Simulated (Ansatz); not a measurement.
**AlBH₈OSi₂: a ladder of functionals and wavefunction methods**

An exercise on one series of results from a longer session: the logs are not shown, and one member is left open.

Method: functionals in def2-TZVPP, the program's frozen cores in correlated methods; program: Ansatz 0.2.0, Gaussian basis.

The runs, in order: PBE-D4, r2SCAN-D4, PBE0-D4, B3LYP-D4, ωB97X-V, ωB97M-V, B2PLYP; CCSD(T)/def2-TZVPP; MP2/def2-QZVPP; extrapolation to the limit.

### The relaxed structure

The geometry comes from an earlier relaxation with PBE0-D4 in a triple-zeta def2 set; it is a stationary point, not always the lowest conformer.

13 atoms, charge 0, spin multiplicity 1.

Atoms are counted from 1 here; the program's logs count them from 0.

Bond lengths: B1–O2 1.394 Å, B1–Al5 2.229 Å, B1–H6 1.338 Å, B1–H7 1.198 Å, B1–H13 1.338 Å, O2–Si3 1.650 Å, Si3–Si4 2.359 Å, Si3–H8 1.487 Å, Si3–H9 1.487 Å, Si4–Al5 2.430 Å, Si4–H10 1.489 Å, Si4–H11 1.489 Å, Al5–H6 1.743 Å, Al5–H12 1.576 Å, Al5–H13 1.743 Å. Angles: O2–B1–Al5 113.3°, O2–B1–H6 112.4°, O2–B1–H7 119.3°, O2–B1–H13 112.4°, Al5–B1–H6 51.4°, Al5–B1–H7 127.4°, Al5–B1–H13 51.4°, H6–B1–H7 105.2°, H6–B1–H13 100.3°, H7–B1–H13 105.2°, B1–O2–Si3 131.6°, O2–Si3–Si4 106.3°, O2–Si3–H8 108.6°, O2–Si3–H9 108.6°, Si4–Si3–H8 112.2°, Si4–Si3–H9 112.2°, H8–Si3–H9 108.7°, Si3–Si4–Al5 92.8° and more.

Set-up of the first run:

in.yaml reads:

```yaml
crystal:
  periodic: [false, false, false]
  atoms:
    - {symbol: B, position_ang: [-1.195422, 1.128397, 0.314409]}
    - {symbol: O, position_ang: [-1.310663, -0.102872, 0.957081]}
    - {symbol: Si, position_ang: [-0.362722, -1.452995, 0.918076]}
    - {symbol: Si, position_ang: [1.423045, -0.967171, -0.545108]}
    - {symbol: Al, position_ang: [0.599804, 1.274169, -0.998335]}
    - {symbol: H, position_ang: [-1.122599, 1.005262, -1.016381]}
    - {symbol: H, position_ang: [-2.026266, 1.969785, 0.506377]}
    - {symbol: H, position_ang: [-1.184525, -2.597384, 0.441523]}
    - {symbol: H, position_ang: [0.105972, -1.745104, 2.299077]}
    - {symbol: H, position_ang: [2.751144, -1.004298, 0.126454]}
    - {symbol: H, position_ang: [1.456078, -1.856830, -1.738281]}
    - {symbol: H, position_ang: [0.911785, 2.586213, -1.814740]}
    - {symbol: H, position_ang: [-0.025229, 1.728029, 0.564647]}
basis:
  gaussian: {orbitals: def2-TZVPP}
hamiltonian: {xc: pbe, dispersion: d4}
output: {forces: true, orbitals: {seedname: orbitals}}
```

Launch:

```sh
$ ansatz run in.yaml --threads 4 --pin off --events-out ev --progress --plain --max-ram 10444MiB
```

Steps of the session up to this table: PBE-D4 (GGA); r2SCAN-D4 (meta-GGA); PBE0-D4 (hybrid); B3LYP-D4 (hybrid); ωB97X-V (range-separated); ωB97M-V (range-separated); B2PLYP (double hybrid); CCSD(T) in def2-TZVPP; MP2 in def2-QZVPP.

One of the session's tables, all rows but one given; the rest of the session is left out.

```
            method  atomisation energy (eV)
            PBE-D4                   43.107
         r2SCAN-D4                   43.457
           PBE0-D4                   42.837
          B3LYP-D4                   43.041
           ωB97X-V                   43.456
           ωB97M-V                   43.175
            B2PLYP                        ?
     HF/def2-TZVPP                   32.618
    MP2/def2-TZVPP                   42.225
   CCSD/def2-TZVPP                   41.578
CCSD(T)/def2-TZVPP                   42.085
           MP2/CBS                   43.311
       CCSD(T)/CBS                   43.171
```

Estimate the missing values for B2PLYP.

The run gave: atomisation energy (eV): 42.459. In the column «atomisation energy (eV)» it lies between MP2/def2-TZVPP (42.225) and PBE0-D4 (42.837).
